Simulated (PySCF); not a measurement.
# The bond of BAs, level by level

What are the lowest state that PBE0 finds, the bond length, vibrational wavenumber and bond energy of BAs, and how much do these hang on the method?

Method: B x2c-TZVPPall, As x2c-TZVPPall, spin-free X2C with a Gaussian nucleus; program: PySCF 2.14.0.

## (1) Set-up

A driver script around PySCF takes these settings:

| Item | Value |
| --- | --- |
| atoms | B, As |
| charge | 0 |
| basis | B x2c-TZVPPall, As x2c-TZVPPall |
| Hamiltonian | spin-free X2C with a Gaussian nucleus |
| basis functions | 79 |
| electrons treated | 38 |
| masses in u | 11.0093, 74.9216 |
| levels | PBE0, PBE, r²SCAN, M06, BLYP, BP86, B97-3, ωB97X, HF, MP2, SCS-MP2, CCSD, CCSD(T) |
| grid | 80 radial by 434 angular points |
| occupations | held fixed by the projection of orbital angular momentum |
| dissociation limit | B + As, each in its ground configuration |
| starting distance in angstrom | 1.990 |
| values of 2S to try | 0, 2, 4 |

Launch:

```bash
$ OMP_NUM_THREADS=1 python dia.py task.json out
```

After this run come: First curve: PBE0; Excited determinants; PBE (GGA); r²SCAN (meta-GGA); M06 (hybrid meta-GGA); BLYP; BP86 (GGA); B97-3 (global hybrid GGA); ωB97X (range-separated hybrid); ROHF (mean field); MP2 and coupled cluster.

What does the calculation give? Wanted: for each run, Re; ωe; De; μ.

**Answer**, as computed:

Lowest PBE0 solution found, without spin–orbit coupling: ³Π (triplet), unpaired electrons σ ↑, π ↑. State 2 has its PBE0 minimum 0.14 eV higher, as a spin-mixed determinant (⟨S²⟩ = 1.03), so this is no gap between pure states. State 3 has its PBE0 minimum 0.81 eV higher. State 4 has its PBE0 minimum 0.83 eV higher. The other levels ran on the lowest alone.

| level | Re (Å) | ωe (cm⁻¹) | De (eV) | μ (D) |
| --- | --- | --- | --- | --- |
| ROHF | 1.826 | 872 | 1.23 | -0.59 |
| ROHF-MP2 | 1.846 | 831 | 2.83 | n/a |
| ROHF-SCS-MP2 | 1.851 | 816 | 2.65 | n/a |
| ROHF-CCSD | 1.848 | 814 | 2.46 | n/a |
| ROHF-CCSD(T) | 1.861 | 790 | 2.71 | n/a |
| PBE | 1.862 | 787 | 3.42 | 0.34 |
| BLYP | 1.872 | 761 | 3.24 | 0.36 |
| BP86 | 1.865 | 779 | 3.40 | 0.29 |
| r²SCAN | 1.845 | 821 | 3.30 | 0.03 |
| PBE0 | 1.843 | 821 | 3.11 | 0.13 |
| B97-3 | 1.850 | 809 | 3.07 | 0.14 |
| M06 | 1.845 | 807 | 3.09 | 0.31 |
| ωB97X | 1.833 | 846 | 3.16 | 0.07 |

De is counted to B + As in their ground configurations. A positive dipole means B(−)As(+).

Differences from CCSD(T) in the same basis:

| level | Re (mÅ) | ωe (%) |
| --- | --- | --- |
| ROHF | -36 | +10.4 |
| ROHF-MP2 | -15 | +5.2 |
| ROHF-SCS-MP2 | -10 | +3.3 |
| ROHF-CCSD | -13 | +3.0 |
| PBE | +1 | -0.4 |
| BLYP | +11 | -3.6 |
| BP86 | +3 | -1.4 |
| r²SCAN | -16 | +4.0 |
| PBE0 | -18 | +3.9 |
| B97-3 | -12 | +2.4 |
| M06 | -16 | +2.2 |
| ωB97X | -28 | +7.1 |

What this shows: Judged by CCSD(T) in the same basis: best bond length PBE (+1 mÅ), worst ROHF (-36 mÅ); best wavenumber PBE (-0.4 %), worst ROHF (+10.4 %). Hartree–Fock makes the bond too short and too stiff against this reference, as it mostly does. Among the levels with a De in the table, it runs from 1.23 eV (ROHF) to 3.42 eV (PBE).

Correlated steps freeze 10 core orbitals.
